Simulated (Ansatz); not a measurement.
# C6H18FN3Zr: basis-set convergence

Aim: see how fast density functionals converge with the basis set for C6H18FN3Zr.

The runs use Ansatz 0.2.0, Gaussian basis; one geometry, several basis sets.

Plan: PBE0-D4/def2-SVP; ωB97M-V/def2-SVP; PBE0-D4/def2-QZVPP; ωB97M-V/def2-QZVPP; the functionals' def2-TZVPP values are taken from earlier runs.

### Step 1. The relaxed structure

All runs share one geometry, relaxed beforehand with PBE0-D4 in a triple-zeta def2 set. Zr takes the def2 core potential; no spin-orbit term is included.

29 atoms, charge 0, spin multiplicity 1.

Atoms are counted from 1 here; the program's logs count them from 0.

Bond lengths: C1–N2 1.444 Å, C1–H12 1.100 Å, C1–H13 1.100 Å, C1–H14 1.099 Å, N2–C3 1.438 Å, N2–Zr4 2.034 Å, C3–H15 1.100 Å, C3–H16 1.101 Å, C3–H17 1.092 Å, Zr4–F5 1.951 Å, Zr4–N6 2.034 Å, Zr4–N9 2.034 Å, N6–C7 1.438 Å, N6–C8 1.444 Å, C7–H18 1.092 Å, C7–H19 1.100 Å, C7–H20 1.101 Å, C8–H21 1.099 Å and more. Angles: N2–C1–H12 111.9°, N2–C1–H13 112.2°, N2–C1–H14 111.1°, H12–C1–H13 107.6°, H12–C1–H14 106.9°, H13–C1–H14 106.9°, C1–N2–C3 112.9°, C1–N2–Zr4 114.6°, C3–N2–Zr4 132.4°, N2–C3–H15 111.6°, N2–C3–H16 111.8°, N2–C3–H17 110.4°, H15–C3–H16 107.0°, H15–C3–H17 107.8°, H16–C3–H17 108.0°, N2–Zr4–F5 111.6°, N2–Zr4–N6 107.2°, N2–Zr4–N9 107.3° and more.

### Step 2. PBE0-D4 in def2-SVP

Contents of in.yaml:

```yaml
crystal:
  periodic: [false, false, false]
  atoms:
    - {symbol: C, position_ang: [-2.703196, 0.156558, -1.320305]}
    - {symbol: N, position_ang: [-1.658426, -0.606539, -0.679296]}
    - {symbol: C, position_ang: [-2.119534, -1.869771, -0.169882]}
    - {symbol: Zr, position_ang: [0.183702, 0.252414, -0.752661]}
    - {symbol: F, position_ang: [0.622051, 0.858419, -2.554312]}
    - {symbol: N, position_ang: [0.183353, 1.792167, 0.576407]}
    - {symbol: C, position_ang: [-0.788179, 2.241291, 1.536831]}
    - {symbol: C, position_ang: [1.342593, 2.649940, 0.506152]}
    - {symbol: N, position_ang: [1.519915, -1.125969, -0.080491]}
    - {symbol: C, position_ang: [1.810764, -2.189451, -1.012768]}
    - {symbol: C, position_ang: [2.294732, -1.213264, 1.127880]}
    - {symbol: H, position_ang: [-3.513656, 0.410135, -0.620954]}
    - {symbol: H, position_ang: [-3.150810, -0.383137, -2.167613]}
    - {symbol: H, position_ang: [-2.314811, 1.105022, -1.715850]}
    - {symbol: H, position_ang: [-2.903725, -1.737919, 0.590718]}
    - {symbol: H, position_ang: [-2.544807, -2.500865, -0.965095]}
    - {symbol: H, position_ang: [-1.295659, -2.417834, 0.291948]}
    - {symbol: H, position_ang: [-1.651925, 1.573229, 1.545890]}
    - {symbol: H, position_ang: [-0.370787, 2.264713, 2.554712]}
    - {symbol: H, position_ang: [-1.146147, 3.257548, 1.311941]}
    - {symbol: H, position_ang: [2.054921, 2.291636, -0.249470]}
    - {symbol: H, position_ang: [1.883752, 2.686934, 1.463236]}
    - {symbol: H, position_ang: [1.078966, 3.681996, 0.232383]}
    - {symbol: H, position_ang: [2.868634, -2.199568, -1.313454]}
    - {symbol: H, position_ang: [1.574140, -3.178510, -0.593263]}
    - {symbol: H, position_ang: [1.218992, -2.082835, -1.932101]}
    - {symbol: H, position_ang: [3.375872, -1.182913, 0.923634]}
    - {symbol: H, position_ang: [2.095476, -2.149852, 1.670027]}
    - {symbol: H, position_ang: [2.053800, -0.383574, 1.795746]}
basis:
  gaussian: {orbitals: def2-SVP}
hamiltonian: {xc: pbe0, dispersion: d4}
output: {orbitals: {seedname: orbitals}}
```

Launch:

```bash
$ ansatz run in.yaml --threads 11 --pin off --events-out ev --progress --plain --max-ram 110592MiB --backend cpu
```

After this run come: ωB97M-V in def2-SVP; PBE0-D4 in def2-QZVPP; ωB97M-V in def2-QZVPP.

Before running them: what should the planned runs give, taken together? Wanted: PBE0-D4: double and triple zeta above quadruple; ωB97M-V: double and triple zeta above quadruple.

The runs gave:

| quantity | value |
| --- | --- |
| PBE0-D4: double and triple zeta above quadruple | 16.49, 0.85 eV |
| ωB97M-V: double and triple zeta above quadruple | 17.19, 0.83 eV |

**Reading.** PBE0-D4 gains 15.64 eV from double to triple zeta, then 0.85 eV more. These are total energies; as a rule much of such shifts cancels in differences, which this series doesn't test. The LUMO of ωB97M-V is positive and keeps falling with the basis (1.56 to 0.79 eV): an unbound level that the basis holds in place.
